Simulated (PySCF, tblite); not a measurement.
**C₅H₇P₂−: geometry, infrared bands and NMR shifts**

What infrared bands and NMR shifts should C₅H₇P₂− (`CCc1cpc[p-]1`) show?

The runs use tblite 0.8.0 and PySCF 2.14.0, with density-fitted response routines of our own; the level of theory stands in each step. All values are computed, except where a source is named. Atoms count from 0, in the outputs and in this text.

**1. The molecule as given**

14 atoms, charge -1, multiplicity 1; geometry from: force field or distance geometry start.

Bonds of the start (Å): C0–C1 1.51, C1–C2 1.50, C2–C3 1.35, C3–P4 1.89, P4–C5 1.72, C5–P6 1.85, P6–C2 1.89, C0–H7 1.09, C0–H8 1.09, C0–H9 1.11, C1–H10 1.11, C1–H11 1.09, C3–H12 1.07, C5–H13 1.10.

**2. Relaxing the molecule with GFN2-xTB**

The job: settings as JSON, then the geometry in Å.

```
{"job": {"kind": "relax", "xc": "GFN2-xTB", "basis": "xTB"}, "charge": -1, "multiplicity": 1}
C     -2.072500    -0.484600    -0.251700
C     -1.167300     0.402100     0.576800
C      0.281900     0.273100     0.192500
C      1.002300     1.175100    -0.514300
P      2.796900     0.644200    -0.744400
C      3.012600    -0.879300     0.028900
P      1.324800    -1.214300     0.716200
H     -1.846200    -1.539500    -0.114700
H     -1.989800    -0.246200    -1.315200
H     -3.127500    -0.326800     0.050400
H     -1.284900     0.149800     1.646800
H     -1.490800     1.437000     0.480000
H      0.637200     2.108400    -0.891900
H      3.922700    -1.499700     0.108400
```

On the command line:

```sh
> OMP_NUM_THREADS=1 python probes_run.py task.json out
```

This one command runs all jobs of the session in turn.

**Question.** This job is followed by: GFN2-xTB harmonic vibrations, gas phase; GIAO PBE0/pcSseg-1 NMR shielding, non-relativistic, gas phase. What will the session give for the following? strongest single infrared mode (GFN2-xTB); zero-point energy (GFN2-xTB); 13C shifts against TMS (PBE0/pcSseg-1); 1H shifts against TMS (PBE0/pcSseg-1, means over atoms taken as alike); 31P shifts against H3PO4 (PBE0/pcSseg-1).

As calculated:

```
                                                              quantity                                value
                             strongest single infrared mode (GFN2-xTB)                2967 cm⁻¹, 149 km/mol
                                          zero-point energy (GFN2-xTB)                        65.4 kcal/mol
                                13C shifts against TMS (PBE0/pcSseg-1)  167.0, 166.0, 143.0, 33.7, 26.2 ppm
1H shifts against TMS (PBE0/pcSseg-1, means over atoms taken as alike)           8.17, 7.71, 3.01, 1.16 ppm
                              31P shifts against H3PO4 (PBE0/pcSseg-1)                     171.1, 159.2 ppm
```

Relaxing lowered the energy by 1.335 eV in 88 steps; the close pair that moved most is C3–P4, from 1.886 to 1.743 Å. No mode is imaginary among the 36: a minimum at this level. The strongest single mode, at 2967 cm⁻¹, moves mainly H9. Unscaled tight-binding wavenumbers are off by several per cent, some by more. Its intensities can rank the bands wrongly. NICS(1)zz of -29 ppm above the planar ring from C2 marks a diatropic (aromatic) ring current.
